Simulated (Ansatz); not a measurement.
# TaTeSe: the cost of one run

Program: Ansatz 0.2.0. Level of theory: DFT PBE, scalar-relativistic, plane waves, PAW. These are calculated values, not measurements.

2 further runs of the same task are left out: 1 that didn't finish, 1 set aside as unsound or not needed.

## (1) The system as given

Symmetry: P3m1, No. 156, trigonal system. Conventional cell: a = 3.589 Å, b = 3.589 Å, c = 30.768 Å, α = 90.00°, β = 90.00°, γ = 120.00°. Ta (site symmetry 3m) is surrounded by 3 Se at 2.61 Å and 3 Te at 2.82 Å. Te (site symmetry 3m) has 3 Ta at 2.82 Å as nearest neighbours. Around Se (site symmetry 3m) lie 3 Ta at 2.61 Å.

Coordinates:

```
Ta Te Se
1.0
     3.58864    0.00000    0.00000
    -1.79432    3.10785    0.00000
     0.00000    0.00000   30.76819
Ta Te Se
1 1 1
Direct
  0.66667 0.33333 0.29174
  0.33333 0.66667 0.35375
  0.33333 0.66667 0.24014
```

It is the end of an earlier relaxation with the same method, from a generated guess; it is a trial structure. At a tolerance of 0.05 Å it has layer group p3m1 (No. 69); it has 3.72 Å²/atom, an uncorrected energy of -0.56 eV/atom over the elements.

Only a and b are periodic; c spans vacuum, so the box's volume, pressure and space group aren't properties of the sheet.

## (2) Electronic structure at the relaxed geometry

File input.yaml:

```yaml
crystal:
  lattice:
    - [3.5886383023, -3.002e-07, 0.0]
    - [-1.7943188912, 3.1078520849, 0.0]
    - [0.0, 0.0, 30.76819024]
  atoms:
    - { symbol: Ta, position: [0.6666666667, 0.3333333333, 0.2917431989] }
    - { symbol: Te, position: [0.3333333333, 0.6666666667, 0.3537514332] }
    - { symbol: Se, position: [0.3333333333, 0.6666666667, 0.2401423998] }
  periodic: [true, true, false]
basis:
  ecutwfc: 420
kpoints:
  mp_grid: { grid: [12, 12, 1] }
  band_path:
    path:
      - [0.0, 0.0, 0.0]
      - [0.5, 0.0, 0.0]
      - [0.33333333, 0.33333333, 0.0]
      - [0.0, 0.0, 0.0]
    npoints: 14
hamiltonian:
  xc: pbe
scf:
  occupations: { method: gaussian, width: 0.1 }
  n_extra_bands: 7
output:
  forces: true
  stress: true
  eigenvalues: true
  populations: true
  dos: { projected: true, de: 0.02, nscf_kmesh: { grid: [15, 15, 1] } }
  bader: true
  write_density: true
  write_potential: true
  elf: true
  volumetric_format: npy
```

On the command line:

```bash
$ ansatz run input.yaml --threads 1 --pin off --max-ram 2048MiB --backend cpu --events-out ev --progress --plain --runs-dir out
```

What time and memory should one allow on 1 thread of Intel Xeon Platinum 8259CL at 2.50GHz (Skylake/Cascade Lake), shared host?

About 2 min, with a peak of 0.7 GiB.
